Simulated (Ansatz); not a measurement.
# CH2ClNSn: the cost of one run

Method: RKS B3LYP/def2-SVP, in Ansatz 0.2.0.

### Step 1. The system as given

Bond lengths: N1–C2 1.223 Å, C2–Sn3 2.121 Å, Sn3–Cl4 2.269 Å, Sn3–H5 1.764 Å, Sn3–H6 1.755 Å. Angles: N1–C2–Sn3 179.2°, C2–Sn3–Cl4 108.8°, C2–Sn3–H5 108.0°, C2–Sn3–H6 108.7°, Cl4–Sn3–H5 109.5°, Cl4–Sn3–H6 112.3°, H5–Sn3–H6 109.5°.

As a file:

```xyz
6

N     1.8771   -1.6727    1.1101
C     1.0553   -0.8998    0.6367
Sn   -0.3664    0.4266   -0.2100
Cl   -1.9579   -0.7919   -1.2740
H     0.4696    1.4501   -1.3789
H    -1.0357    1.4237    1.0700
```

### Step 2. End point A

The input, input.yaml:

```yaml
crystal:
  periodic: [false, false, false]
  atoms:
    - { symbol: "N", position_ang: [1.8771, -1.6727, 1.1101] }
    - { symbol: C, position_ang: [1.0553, -0.8998, 0.6367] }
    - { symbol: Sn, position_ang: [-0.3664, 0.4266, -0.21] }
    - { symbol: Cl, position_ang: [-1.9579, -0.7919, -1.274] }
    - { symbol: H, position_ang: [0.4696, 1.4501, -1.3789] }
    - { symbol: H, position_ang: [-1.0357, 1.4237, 1.07] }
basis:
  gaussian: { orbitals: def2-SVP }
hamiltonian:
  xc: b3lyp
relax:
  f_tol: 0.02
  max_steps: 50
```

Run with:

```console
> ansatz run input.yaml --threads 2 --pin off --max-ram 3072MiB --backend cpu --events-out ev --progress --plain --runs-dir out
```

**Question.** How long does this run take on 2 threads of Arm Neoverse V1, shared host, and how much memory does it need?

About 10 s, with a peak of 0.17 GiB.
